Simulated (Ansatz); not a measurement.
**C2H6OSn: up Jacob's ladder to CCSD(T)**

The task here is to estimate one member of a computed series from the others.

Computed with Ansatz 0.2.0, Gaussian basis. Level: functionals in def2-TZVPP, the program's frozen cores in correlated methods.

Levels to be run: PBE-D4, r2SCAN-D4, PBE0-D4, B3LYP-D4, ωB97X-V, ωB97M-V, B2PLYP; CCSD(T)/def2-TZVPP; MP2/def2-QZVPP; extrapolation to the limit.

### The geometry

The geometry comes from an earlier relaxation with PBE0-D4 in a triple-zeta def2 set; it is a stationary point, not always the lowest conformer. Sn takes the def2 core potential; no spin-orbit term is included.

SMILES `[CH3][SnH2][CH]=O`, 10 atoms, charge 0, spin multiplicity 1.

Atoms are counted from 1 here; the program's logs count them from 0.

Bond lengths: C1–Sn2 2.133 Å, C1–H5 1.089 Å, C1–H6 1.090 Å, C1–H7 1.089 Å, Sn2–C3 2.210 Å, Sn2–H8 1.712 Å, Sn2–H9 1.713 Å, C3–O4 1.200 Å, C3–H10 1.117 Å. Angles: Sn2–C1–H5 110.6°, Sn2–C1–H6 108.7°, Sn2–C1–H7 109.8°, H5–C1–H6 109.5°, H5–C1–H7 109.3°, H6–C1–H7 108.9°, C1–Sn2–C3 106.0°, C1–Sn2–H8 112.0°, C1–Sn2–H9 112.6°, C3–Sn2–H8 108.5°, C3–Sn2–H9 109.2°, H8–Sn2–H9 108.4°, Sn2–C3–O4 120.6°, Sn2–C3–H10 119.9°, O4–C3–H10 119.5°.

The first run:

Contents of in.yaml:

```yaml
crystal:
  periodic: [false, false, false]
  atoms:
    - {symbol: C, position_ang: [0.416413, 1.534513, 0.318575]}
    - {symbol: Sn, position_ang: [-0.744215, -0.095771, -0.419998]}
    - {symbol: C, position_ang: [0.388068, -1.927234, 0.078887]}
    - {symbol: O, position_ang: [1.368133, -1.870265, 0.768423]}
    - {symbol: H, position_ang: [-0.204758, 2.420484, 0.445343]}
    - {symbol: H, position_ang: [0.845527, 1.251185, 1.279581]}
    - {symbol: H, position_ang: [1.224648, 1.758192, -0.376896]}
    - {symbol: H, position_ang: [-2.279247, -0.184291, 0.333975]}
    - {symbol: H, position_ang: [-0.977847, -0.021159, -2.115056]}
    - {symbol: H, position_ang: [0.046378, -2.916855, -0.310034]}
basis:
  gaussian: {orbitals: def2-TZVPP}
hamiltonian: {xc: pbe, dispersion: d4}
output: {forces: true, orbitals: {seedname: orbitals}}
```

The run is started by

```sh
ansatz run in.yaml --threads 4 --pin off --events-out ev --progress --plain --max-ram 10444MiB
```

Among the steps run: PBE-D4 (GGA); r2SCAN-D4 (meta-GGA); PBE0-D4 (hybrid); B3LYP-D4 (hybrid); ωB97X-V (range-separated); ωB97M-V (range-separated); B2PLYP (double hybrid); CCSD(T) in def2-TZVPP; MP2 in def2-QZVPP.

One of the session's tables, all rows but one given; the rest of the session is left out.

```
            method  atomisation energy (eV)
            PBE-D4                   36.087
         r2SCAN-D4                   35.415
           PBE0-D4                   35.301
          B3LYP-D4                   35.342
           ωB97X-V                   35.538
           ωB97M-V                   35.420
            B2PLYP                   34.959
     HF/def2-TZVPP                   24.977
    MP2/def2-TZVPP                   34.859
   CCSD/def2-TZVPP                        ?
CCSD(T)/def2-TZVPP                   34.646
           MP2/CBS                   35.754
       CCSD(T)/CBS                   35.541
```

Q: Estimate the row for CCSD/def2-TZVPP from the others.

As computed: atomisation energy (eV): 34.046. In the column «atomisation energy (eV)» it lies between HF/def2-TZVPP (24.977) and CCSD(T)/def2-TZVPP (34.646).

Caveats from the session: Free atoms (2 C, 1 Sn, 1 O, 6 H) were run apart at each level; the atomisation energy is their sum less the molecule, without zero-point or spin-orbit terms.
